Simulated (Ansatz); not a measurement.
Task: a single point from an input typed as a dict of Cs₂InBiBr₆, space group Fm-3m, with Ansatz 0.2.0, Python API. Give the script and its output. Level of theory: PBEsol, PAW, cutoff 435 eV, 3×3×3 k-points, fixed occupations.

```xyz
10
Lattice="0.0000 5.9753 5.9753 5.9753 0.0000 5.9753 5.9753 5.9753 0.0000" Properties=species:S:1:pos:R:3 pbc="T T T"
Cs    8.9629    8.9629    8.9629
Cs    2.9876    2.9876    2.9876
In    5.9753    5.9753    5.9753
Bi    0.0000    0.0000    0.0000
Br    2.8865    5.9753    5.9753
Br    5.9753    5.9753    2.8865
Br    9.0641    5.9753    5.9753
Br    5.9753    2.8865    5.9753
Br    5.9753    9.0641    5.9753
Br    5.9753    5.9753    9.0641
```

The script, `deck_cs2inbibr6.py`:
```python
'''Cs2InBiBr6 from an input typed as a mapping.'''

from collections import Counter
import json
import warnings

import ansatz as az
import numpy as np

warnings.simplefilter('ignore', az.DeckWarning)

settings = {
    'crystal': {
        'lattice': [
            [0.0, 5.975294, 5.975294],
            [5.975294, 0.0, 5.975294],
            [5.975294, 5.975294, 0.0],
        ],
        'atoms': [
            {'symbol': 'Cs', 'position': [0.75, 0.75, 0.75]},
            {'symbol': 'Cs', 'position': [0.25, 0.25, 0.25]},
            {'symbol': 'In', 'position': [0.5, 0.5, 0.5]},
            {'symbol': 'Bi', 'position': [0.0, 0.0, 0.0]},
            {'symbol': 'Br', 'position': [0.758464, 0.241536, 0.241536]},
            {'symbol': 'Br', 'position': [0.241536, 0.241536, 0.758464]},
            {'symbol': 'Br', 'position': [0.241536, 0.758464, 0.758464]},
            {'symbol': 'Br', 'position': [0.241536, 0.758464, 0.241536]},
            {'symbol': 'Br', 'position': [0.758464, 0.241536, 0.758464]},
            {'symbol': 'Br', 'position': [0.758464, 0.758464, 0.241536]},
        ],
    },
    'kpoints': {'mp_grid': {'grid': [3, 3, 3]}},
    'hamiltonian': {'xc': 'pbesol'},
    'scf': {'occupations': {'method': 'fixed'}},
    'basis': {'ecutwfc': '16 Ha'},
    'output': {'forces': True},
}

result = az.Session.from_dict(settings).plan().execute()
r = result.report

energy = r['free_energy_ev']
print('Cs2InBiBr6: {:.6f} eV = {:.6f} Ry = {:.6f} Ha'.format(energy, energy / 13.605693, energy / 27.211386))
print('Fermi level {:.4f} eV, {} k-points, {} symmetry operations'.format(r['fermi_energy_ev'], r['n_kpoints'], r['n_symmetry_ops']))

# forces in eV per angstrom
forces = np.array(r['forces_ev_ang'])
norms = np.linalg.norm(forces, axis=1)
print('largest force {:.4f} eV/A on atom {}'.format(norms.max(), norms.argmax()))
print(np.array2string(forces, precision=4, suppress_small=True))

keep = ['free_energy_ev', 'energy_sigma0_ev', 'fermi_energy_ev', 'n_iterations', 'converged', 'magnetization_mub', 'n_kpoints']
with open('cs2inbibr6.json', 'w') as handle:
    json.dump({key: r[key] for key in keep}, handle, indent=1)

told = Counter((n['data']['severity'], n['data']['kind']) for n in result.notices if n['event'] == 'notice')
for (severity, kind), count in sorted(told.items()):
    print(f'{severity:8s} {kind} x{count}')
```

```console
$ python deck_cs2inbibr6.py
Cs2InBiBr6: -45369.474659 eV = -3334.594913 Ry = -1667.297456 Ha
Fermi level 3.6266 eV, 4 k-points, 48 symmetry operations
largest force 0.0689 eV/A on atom 8
[[ 0.      0.      0.    ]
 [-0.     -0.      0.    ]
 [ 0.     -0.     -0.    ]
 [-0.     -0.      0.    ]
 [-0.0689  0.     -0.    ]
 [-0.     -0.     -0.0689]
 [ 0.0689 -0.      0.    ]
 [-0.     -0.0689 -0.    ]
 [-0.      0.0689  0.    ]
 [-0.      0.      0.0689]]
audit    band_cg_iterations x1
audit    loop_bands_changed x1
audit    preconditioner_resolved x1
```

It writes `cs2inbibr6.json`:
```json
{
 "free_energy_ev": -45369.47465930551,
 "energy_sigma0_ev": -45369.47465930551,
 "fermi_energy_ev": 3.6266482406103737,
 "n_iterations": 7,
 "converged": true,
 "magnetization_mub": 0.0,
 "n_kpoints": 4
}
```

What to keep in mind:
- Absolute energies stand on the zero of these potentials, so only differences at equal settings mean something. A total without «per atom» is that of the cell as typed.
- With fixed filling the reported Fermi level is the top filled level among the k-points of the SCF.
- An absolute Fermi energy rests on an arbitrary zero of the periodic potential and has no direct meaning.
- Spin-orbit coupling, which matters for elements this heavy, is left out.
- This cell is a computed structure, which may not be the phase found in nature.
- It ran for 6.7 s on 1 thread of Arm Neoverse V1, with other jobs on the host, peak memory 0.74 GiB.
